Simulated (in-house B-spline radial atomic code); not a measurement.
# Tb⁴⁺: a fraction of an electron removed from 5p

Aim: the energy of Tb⁴⁺ as a fraction of an electron is removed from 5p, to see how far it bends away from a straight line.

The numbers are computed with in-house B-spline radial atomic code version 1 (scalar-relativistic (spin-free one-electron X2C) BP86, spin-polarised, spherical fractional occupations, Fermi nucleus, basis-set limit), except any that are marked as measured or tabulated.

## Step 1: Starting point

```
element       : terbium (Z = 65)
charge        : +4
electrons     : 61
configuration : [Xe] 4f7
Hamiltonian   : scalar-relativistic (X2C)
nucleus       : Fermi, rms radius 5.060 fm
```

The outer shells:

[Xe] 4f7
```
[Xe] core
4f [↑ ][↑ ][↑ ][↑ ][↑ ][↑ ][↑ ]
```

Where spins are not typed, each open shell is filled with up spins first.

## Step 2: The start, at fraction 0

Input settings:

```ini
Z = 65
electrons = 61.0
configuration = [Xe] 4f7
hamiltonian = x2c
method = b88,p86
spin_polarised = True
nucleus = fermi
rms_radius = 5.06
mass_number = 159
atomic_mass = 158.925353707
speed_of_light = 137.035999084
```

## Step 3: 0.08 electron removed from 5p

Settings: those of step 2 with these lines changed.

```diff
@@ -1,4 +1,4 @@
 Z = 65
-electrons = 61.0
-configuration = [Xe] 4f7
+electrons = 60.92
+configuration = [Kr] 4d10 4f7 5s2 5p5.92
 hamiltonian = x2c
```

## Step 4: 0.24 electron removed from 5p

Settings: those of step 3 with these lines changed.

```diff
@@ -1,4 +1,4 @@
 Z = 65
-electrons = 60.92
-configuration = [Kr] 4d10 4f7 5s2 5p5.92
+electrons = 60.76
+configuration = [Kr] 4d10 4f7 5s2 5p5.76
 hamiltonian = x2c
```

## Step 5: 0.3 electron removed from 5p

Settings: those of step 4 with these lines changed.

```diff
@@ -1,4 +1,4 @@
 Z = 65
-electrons = 60.76
-configuration = [Kr] 4d10 4f7 5s2 5p5.76
+electrons = 60.7
+configuration = [Kr] 4d10 4f7 5s2 5p5.7
 hamiltonian = x2c
```

## Step 6: 0.42 electron removed from 5p

Settings: those of step 5 with these lines changed.

```diff
@@ -1,4 +1,4 @@
 Z = 65
-electrons = 60.7
-configuration = [Kr] 4d10 4f7 5s2 5p5.7
+electrons = 60.58
+configuration = [Kr] 4d10 4f7 5s2 5p5.58
 hamiltonian = x2c
```

## Step 7: 0.5 electron removed from 5p

Settings: those of step 6 with these lines changed.

```diff
@@ -1,4 +1,4 @@
 Z = 65
-electrons = 60.58
-configuration = [Kr] 4d10 4f7 5s2 5p5.58
+electrons = 60.5
+configuration = [Kr] 4d10 4f7 5s2 5p5.5
 hamiltonian = x2c
```

## Step 8: 0.6 electron removed from 5p

Settings: those of step 7 with these lines changed.

```diff
@@ -1,4 +1,4 @@
 Z = 65
-electrons = 60.5
-configuration = [Kr] 4d10 4f7 5s2 5p5.5
+electrons = 60.4
+configuration = [Kr] 4d10 4f7 5s2 5p5.4
 hamiltonian = x2c
```

## Step 9: 0.64 electron removed from 5p

Settings: those of step 8 with these lines changed.

```diff
@@ -1,4 +1,4 @@
 Z = 65
-electrons = 60.4
-configuration = [Kr] 4d10 4f7 5s2 5p5.4
+electrons = 60.36
+configuration = [Kr] 4d10 4f7 5s2 5p5.36
 hamiltonian = x2c
```

## Step 10: 0.8 electron removed from 5p

Settings: those of step 9 with these lines changed.

```diff
@@ -1,4 +1,4 @@
 Z = 65
-electrons = 60.36
-configuration = [Kr] 4d10 4f7 5s2 5p5.36
+electrons = 60.2
+configuration = [Kr] 4d10 4f7 5s2 5p5.2
 hamiltonian = x2c
```

## Step 11: 0.88 electron removed from 5p

Settings: those of step 10 with these lines changed.

```diff
@@ -1,4 +1,4 @@
 Z = 65
-electrons = 60.2
-configuration = [Kr] 4d10 4f7 5s2 5p5.2
+electrons = 60.12
+configuration = [Kr] 4d10 4f7 5s2 5p5.12
 hamiltonian = x2c
```

## Step 12: 1 electron removed from 5p

Settings: those of step 11 with these lines changed.

```diff
@@ -1,4 +1,4 @@
 Z = 65
-electrons = 60.12
-configuration = [Kr] 4d10 4f7 5s2 5p5.12
+electrons = 60.0
+configuration = [Kr] 4d10 4f7 5s2 5p5
 hamiltonian = x2c
```

Q: How does the energy change with the fraction, and which way and how far does it bend from the straight line between the ends?

**Answer**, as computed:

| fraction | energy change (eV) | less the straight line (eV) | level 5p down (eV) | sum of <r²> (bohr²) |
| --- | --- | --- | --- | --- |
| 0 | 0.0000 | 0.0000 | -67.070 | 31.498 |
| 0.08 | 5.4104 | -0.5193 | -68.189 | 31.227 |
| 0.24 | 16.5002 | -1.2888 | -70.435 | 30.691 |
| 0.3 | 20.7516 | -1.4846 | -71.280 | 30.492 |
| 0.42 | 29.4066 | -1.7242 | -72.974 | 30.098 |
| 0.5 | 35.2897 | -1.7707 | -74.106 | 29.838 |
| 0.6 | 42.7712 | -1.7013 | -75.525 | 29.516 |
| 0.64 | 45.8036 | -1.6338 | -76.093 | 29.388 |
| 0.8 | 58.1607 | -1.1361 | -78.372 | 28.881 |
| 0.88 | 64.4761 | -0.7503 | -79.515 | 28.631 |
| 1 | 74.1209 | 0.0000 | -81.232 | 28.259 |

From fraction 0 to 1 the energy changes by 74.121 eV. It sags under the straight line by up to 1.77 eV (at 0.5). Slater's transition state, the slope from the orbital energy at fraction 0.5 (Janak's theorem), gives 74.106 eV for the whole step.
